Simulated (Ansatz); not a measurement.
# PtW2: the cost of one run

Program: Ansatz 0.2.0. Level of theory: DFT PBE, scalar-relativistic, plane waves, PAW. These are calculated values, not measurements.

1 further run of the same task is left out (it didn't finish).

## (1) The starting structure

The structure is cubic, space group Fd-3m (No. 227). The conventional cell has a = 7.251 Å, b = 7.251 Å, c = 7.251 Å, α = 90.00°, β = 90.00°, γ = 90.00°. Around Pt (site symmetry -43m) lie 12 W at 3.01 Å and 4 Pt at 3.14 Å. Around W (site symmetry -3m) lie 6 W at 2.56 Å.

As a file:

```cif
data_structure
_symmetry_space_group_name_H-M 'Fd-3m:1'
_symmetry_Int_Tables_number 227
_cell_length_a 7.2508
_cell_length_b 7.2508
_cell_length_c 7.2508
_cell_angle_alpha 90.000
_cell_angle_beta 90.000
_cell_angle_gamma 90.000
_cell_volume 381.20
loop_
_atom_site_label
_atom_site_type_symbol
_atom_site_symmetry_multiplicity
_atom_site_Wyckoff_symbol
_atom_site_fract_x
_atom_site_fract_y
_atom_site_fract_z
_atom_site_occupancy
Pt1 Pt 8 b 0.00000 0.00000 0.50000 1
W1 W 16 c 0.12500 0.12500 0.12500 1
```

(A quick probe on a coarse mesh, which set the mesh and smearing, is not shown.)

## (3) Rough relaxation on the coarse mesh

The input, input.yaml:

```yaml
crystal:
  lattice:
    - [0.0, 3.6253761436, 3.6253761436]
    - [3.6253761436, 0.0, 3.6253761436]
    - [3.6253761436, 3.6253761436, 0.0]
  atoms:
    - { symbol: Pt, position: [0.0, 0.0, 0.0] }
    - { symbol: Pt, position: [0.25, 0.25, 0.25] }
    - { symbol: W, position: [0.625, 0.625, 0.625] }
    - { symbol: W, position: [0.125, 0.625, 0.625] }
    - { symbol: W, position: [0.625, 0.625, 0.125] }
    - { symbol: W, position: [0.625, 0.125, 0.625] }
basis:
  ecutwfc: 420
kpoints:
  mp_grid: { grid: [4, 4, 4] }
hamiltonian:
  xc: pbe
scf:
  occupations: { method: gaussian, width: 0.1 }
  lower_state_search: "off"
output:
  forces: true
  stress: true
  eigenvalues: true
relax:
  adjacent_minimum: "off"
  f_tol: 0.04
  max_steps: 70
  cell: { stress_tol: 0.4 }
```

Run with:

```
$ ansatz run input.yaml --threads 1 --pin off --max-ram 2560MiB --backend cpu --events-out ev --progress --plain --runs-dir out
```

Q: Estimate wall time and peak memory on 1 thread of Intel Xeon 6975P-C (Granite Rapids), shared host.

About 7 s, with a peak of 0.43 GiB.
